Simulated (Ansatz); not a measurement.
# C₆H₄O₅: basis-set convergence

An exercise on one series of results from a longer session: the logs are not shown, and one member is left open.

Program: Ansatz 0.2.0, Gaussian basis. Level of theory: one geometry, several basis sets. These are calculated values, not measurements.

Plan: PBE0-D4/def2-SVP; ωB97M-V/def2-SVP; PBE0-D4/def2-QZVPP; ωB97M-V/def2-QZVPP; the functionals' def2-TZVPP values are taken from earlier runs.

### The geometry

An earlier PBE0-D4 in a triple-zeta def2 set relaxation fixed the geometry.

SMILES `CC(=O)OC1=CC(=O)OC1=O`, 15 atoms, charge 0, spin multiplicity 1.

Atoms are counted from 1 here; the program's logs count them from 0.

Bond lengths: C1–C2 1.486 Å, C1–H12 1.091 Å, C1–H13 1.093 Å, C1–H14 1.087 Å, C2–O3 1.188 Å, C2–O4 1.391 Å, O4–C5 1.340 Å, C5–C6 1.328 Å, C5–C10 1.496 Å, C6–C7 1.472 Å, C6–H15 1.079 Å, C7–O8 1.186 Å, C7–O9 1.391 Å, O9–C10 1.365 Å, C10–O11 1.186 Å. Angles: C2–C1–H12 110.5°, C2–C1–H13 108.7°, C2–C1–H14 109.5°, H12–C1–H13 107.6°, H12–C1–H14 110.8°, H13–C1–H14 109.8°, C1–C2–O3 128.4°, C1–C2–O4 110.1°, O3–C2–O4 121.4°, C2–O4–C5 116.2°, O4–C5–C6 129.5°, O4–C5–C10 121.4°, C6–C5–C10 108.8°, C5–C6–C7 106.9°, C5–C6–H15 129.9°, C7–C6–H15 123.2°, C6–C7–O8 129.9°, C6–C7–O9 108.5° and more.

Set-up of the first run:

in.yaml

```yaml
crystal:
  periodic: [false, false, false]
  atoms:
    - {symbol: C, position_ang: [-0.787818, 0.067378, -2.753975]}
    - {symbol: C, position_ang: [-0.051077, -0.322528, -1.523265]}
    - {symbol: O, position_ang: [0.593001, -1.300914, -1.326940]}
    - {symbol: O, position_ang: [-0.182172, 0.665961, -0.553331]}
    - {symbol: C, position_ang: [0.161500, 0.319088, 0.694328]}
    - {symbol: C, position_ang: [1.002714, 0.911420, 1.534104]}
    - {symbol: C, position_ang: [0.937437, 0.166971, 2.802501]}
    - {symbol: O, position_ang: [1.535677, 0.331049, 3.812839]}
    - {symbol: O, position_ang: [0.006517, -0.857670, 2.664516]}
    - {symbol: C, position_ang: [-0.529919, -0.797351, 1.410761]}
    - {symbol: O, position_ang: [-1.411387, -1.491290, 1.027306]}
    - {symbol: H, position_ang: [-0.556307, 1.097653, -3.026722]}
    - {symbol: H, position_ang: [-1.860213, 0.011693, -2.552549]}
    - {symbol: H, position_ang: [-0.529681, -0.612807, -3.561169]}
    - {symbol: H, position_ang: [1.649928, 1.760446, 1.380698]}
basis:
  gaussian: {orbitals: def2-SVP}
hamiltonian: {xc: pbe0, dispersion: d4}
output: {orbitals: {seedname: orbitals}}
```

Steps of the session up to this table: PBE0-D4 in def2-SVP; ωB97M-V in def2-SVP; PBE0-D4 in def2-QZVPP; ωB97M-V in def2-QZVPP.

One of the session's tables, all rows but one given; the rest of the session is left out.

It belongs to the step «Functionals by basis». 

| functional | basis | HOMO (eV) | LUMO (eV) |
| --- | --- | --- | --- |
| PBE0-D4 | def2-SVP | ? | ? |
| PBE0-D4 | def2-TZVPP | -8.77 | -3.03 |
| PBE0-D4 | def2-QZVPP | -8.80 | -3.06 |
| ωB97M-V | def2-SVP | -11.02 | -0.76 |
| ωB97M-V | def2-TZVPP | -11.12 | -0.84 |
| ωB97M-V | def2-QZVPP | -11.15 | -0.88 |

Q: Estimate the row for PBE0-D4, def2-SVP from the others.

The run gave: HOMO (eV): -8.70; LUMO (eV): -2.99. In the column «HOMO (eV)» it is the highest.
